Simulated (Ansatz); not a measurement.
# ScSi: the cost of one run

Computed with Ansatz 0.2.0 (DFT LDA, scalar-relativistic, plane waves, PAW, unless a step's input says otherwise).

## 1. Starting point

The structure is orthorhombic, space group Pmma (No. 51). The conventional cell has a = 3.667 Å, b = 3.994 Å, c = 32.665 Å, α = 90.00°, β = 90.00°, γ = 90.00°. Around Sc (site symmetry mm2) lie 6 Si at 2.77 to 2.95 Å. Si (site symmetry mm2) is surrounded by 2 Si at 2.43 Å and 6 Sc at 2.77 to 2.95 Å. Si (site symmetry mm2) has 2 Si at 2.43 Å and 7 Sc at 2.77 to 2.95 Å as nearest neighbours. Sc (site symmetry mm2) has 7 Si at 2.77 to 2.95 Å as nearest neighbours.

Coordinates:

```cif
data_structure
_symmetry_space_group_name_H-M 'Pmma'
_symmetry_Int_Tables_number 51
_cell_length_a 3.6674
_cell_length_b 3.9939
_cell_length_c 32.6652
_cell_angle_alpha 90.000
_cell_angle_beta 90.000
_cell_angle_gamma 90.000
_cell_volume 478.46
loop_
_atom_site_label
_atom_site_type_symbol
_atom_site_symmetry_multiplicity
_atom_site_Wyckoff_symbol
_atom_site_fract_x
_atom_site_fract_y
_atom_site_fract_z
_atom_site_occupancy
Sc1 Sc 2 f 0.75000 0.50000 0.30614 1
Si1 Si 2 e 0.25000 0.00000 0.32392 1
Si2 Si 2 e 0.75000 0.00000 0.37279 1
Sc2 Sc 2 f 0.25000 0.50000 0.39058 1
Sc3 Sc 2 e 0.75000 0.00000 0.45778 1
Si3 Si 2 f 0.25000 0.50000 0.47557 1
```

Slab cut from the bulk at the bulk's listed lattice constants, lower half held.

## 2. Relaxing the atoms

input.yaml

```yaml
crystal:
  lattice:
    - [3.66744889, 0.0, 0.0]
    - [0.0, 3.99391713, 0.0]
    - [0.0, 0.0, 32.6652270529]
  atoms:
    - { symbol: Sc, position: [0.75, 0.5, 0.3061359403] }
    - { symbol: Si, position: [0.25, 0.0, 0.3239217048] }
    - { symbol: Si, position: [0.75, 0.0, 0.3727899182] }
    - { symbol: Sc, position: [0.25, 0.5, 0.3905756827] }
    - { symbol: Sc, position: [0.75, 0.0, 0.4577801288] }
    - { symbol: Si, position: [0.25, 0.5, 0.4755658933] }
    - { symbol: Si, position: [0.75, 0.5, 0.5244341067] }
    - { symbol: Sc, position: [0.25, 0.0, 0.5422198712] }
    - { symbol: Sc, position: [0.75, 0.5, 0.6094243173] }
    - { symbol: Si, position: [0.25, 0.0, 0.6272100818] }
    - { symbol: Si, position: [0.75, 0.0, 0.6760782952] }
    - { symbol: Sc, position: [0.25, 0.5, 0.6938640597] }
basis:
  ecutwfc: 420
  fft_grid_basis: typed
kpoints:
  mp_grid: { grid: [7, 7, 1] }
hamiltonian:
  xc: lda
scf:
  occupations: { method: gaussian, width: 0.1 }
output:
  forces: true
  eigenvalues: true
efield:
  axis: 3
  dipole_correction: true
  ramp_width: 0.04
relax:
  adjacent_minimum: "off"
  f_tol: 0.04
  max_steps: 40
  constraints: [{ sites: [0, 1, 2, 3, 4, 5] }]
```

Command:

```console
$ ansatz run input.yaml --threads 1 --pin off --max-ram 2211MiB --backend cpu --events-out ev --progress --plain --runs-dir out
```

Q: Estimate wall time and peak memory on 1 thread of Arm Neoverse V1, shared host.

About 4.7 min, with a peak of 0.69 GiB.
